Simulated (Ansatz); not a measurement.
# Li5SbO: the cost of one run

Program: Ansatz 0.2.0. Level of theory: DFT PBE, scalar-relativistic, plane waves, PAW. These are calculated values, not measurements.

1 further run of the same task is left out (set aside as unsound or not needed).

### Step 1. The system as given

The structure is tetragonal, space group P4/mmm (No. 123). The conventional cell has a = 4.518 Å, b = 4.518 Å, c = 5.890 Å, α = 90.00°, β = 90.00°, γ = 90.00°. Around Li (site symmetry 2mm) lie 2 Sb at 2.68 Å and 4 Li at 2.71 to 3.00 Å and 2 O at 2.71 Å. Around Li (site symmetry 4/mmm) lie 8 Li at 2.71 Å. Around Sb (site symmetry 4/mmm) lie 8 Li at 2.68 Å and 2 O at 2.95 Å. O (site symmetry 4/mmm) has 8 Li at 2.71 Å and 2 Sb at 2.95 Å as nearest neighbours.

Coordinates:

```
CELL_PARAMETERS angstrom
4.51790 0.00000 0.00000
0.00000 4.51790 0.00000
0.00000 0.00000 5.89032
ATOMIC_POSITIONS crystal
Li 0.00000 0.50000 0.24528
Li 0.50000 0.00000 0.24528
Li 0.00000 0.50000 0.75472
Li 0.50000 0.00000 0.75472
Li 0.50000 0.50000 0.50000
Sb 0.00000 0.00000 0.00000
O 0.00000 0.00000 0.50000
```

The cell was relaxed beforehand at this level, from a generated guess; it needn't be the stable form of this composition. At a tolerance of 0.05 Å it has space group P4/mmm (No. 123); it has 17.18 Å³/atom, an uncorrected energy of -0.30 eV/atom over the elements.

### Step 2. Bands, states and charges

Contents of input.yaml:

```yaml
crystal:
  lattice:
    - [4.5179012811, 0.0, 0.0]
    - [0.0, 4.5179012811, 0.0]
    - [0.0, 0.0, 5.8903186214]
  atoms:
    - { symbol: Li, position: [0.0, 0.5, 0.2452774046] }
    - { symbol: Li, position: [0.5, 0.0, 0.2452774046] }
    - { symbol: Li, position: [0.0, 0.5, 0.7547225954] }
    - { symbol: Li, position: [0.5, 0.0, 0.7547225954] }
    - { symbol: Li, position: [0.5, 0.5, 0.5] }
    - { symbol: Sb, position: [0.0, 0.0, 0.0] }
    - { symbol: O, position: [0.0, 0.0, 0.5] }
basis:
  ecutwfc: 420
kpoints:
  mp_grid: { grid: [8, 8, 8] }
  band_path:
    path:
      - [[0.0, 0.0, 0.0], [0.0, 0.5, 0.0], [0.5, 0.5, 0.0], [0.0, 0.0, 0.0], [0.0, 0.0, 0.5], [0.0, 0.5, 0.5], [0.5, 0.5, 0.5], [0.0, 0.0, 0.5]]
      - [[0.0, 0.5, 0.0], [0.0, 0.5, 0.5]]
      - [[0.5, 0.5, 0.0], [0.5, 0.5, 0.5]]
    npoints: 14
hamiltonian:
  xc: pbe
scf:
  occupations: { method: gaussian, width: 0.1 }
  n_extra_bands: 17
output:
  forces: true
  stress: true
  eigenvalues: true
  populations: true
  dos: { projected: true, de: 0.02, nscf_kmesh: { grid: [10, 10, 10] } }
  bader: true
  write_density: true
  write_potential: true
  elf: true
  volumetric_format: npy
```

Launch:

```bash
> ansatz run input.yaml --threads 1 --pin off --max-ram 2048MiB --backend cpu --events-out ev --progress --plain --runs-dir out
```

What time and memory should one allow on 1 thread of Arm Neoverse V2, shared host?

About 89 s, with a peak of 0.59 GiB.
